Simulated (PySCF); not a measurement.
# ZnPb+: from the state search to spectroscopic constants

The task here is to estimate one member of a computed series from the others.

Program: PySCF 2.14.0. Level of theory: Zn def2-SVP, Pb def2-SVP with ECP60, scalar-relativistic core potentials. These are calculated values, not measurements.

The first run:

Settings of the job:

* atoms: Zn, Pb
* charge: 1
* basis: Zn def2-SVP, Pb def2-SVP with ECP60
* Hamiltonian: scalar-relativistic core potentials
* basis functions: 57
* electrons treated: 51
* masses in u: 63.9291, 207.9766
* levels: PBE0, PBE, r²SCAN, BHandHLYP, r²SCAN0, PW91, HSE06, HF, MP2, SCS-MP2, CCSD, CCSD(T)
* grid: 80 radial by 434 angular points
* occupations: held fixed by the projection of orbital angular momentum
* dissociation limit: Zn + Pb+, each in its ground configuration
* starting distance in angstrom: 2.685
* values of 2S to try: 1, 3

Run with:

```sh
> OMP_NUM_THREADS=1 python dia.py task.json out
```

Steps of the session up to this table: Set-up; First curve: PBE0; Other states along the same grid; PBE; r²SCAN (meta-GGA); BHandHLYP; r²SCAN0; PW91 (GGA); HSE06 (range-separated hybrid); ROHF; Correlated methods on the Hartree–Fock reference.

One of the session's tables, all rows but one given; the rest of the session is left out.

Energy (eV) from each level's lowest point:

```
R (Å)   ROHF  ROHF-MP2  ROHF-SCS-MP2  ROHF-CCSD  ROHF-CCSD(T)
2.460  0.669     0.447         0.502        n/a           n/a
2.574  0.367     0.203         0.242      0.250         0.235
2.688  0.178     0.076         0.100      0.104         0.095
2.774  0.090     0.030         0.043      0.046         0.040
2.860  0.036     0.000         0.004      0.005         0.002
2.946      ?         ?             ?          ?             ?
3.060  0.000     0.041         0.023      0.022         0.026
3.203  0.024     0.112         0.081      0.080         0.087
3.375  0.083     0.221         0.175      0.174         0.186
3.604  0.186     0.377         0.316        n/a           n/a
```

**Question.** Estimate the row for R (Å) = 2.946.

Worked estimate for «ROHF». A straight line through the neighbours (2.860, 0.036) and (3.060, 0.000) gives 0.036 + (0.000 − 0.036) × (2.946 − 2.860) / (3.060 − 2.860) = 0.021; a parabola fitted to 4 rows on both sides gives 0.010.

The run gave: ROHF: 0.008; ROHF-MP2: 0.006; ROHF-SCS-MP2: 0.000; ROHF-CCSD: 0.000; ROHF-CCSD(T): 0.000. In «ROHF» the line misses by +0.013 and the parabola by +0.002.
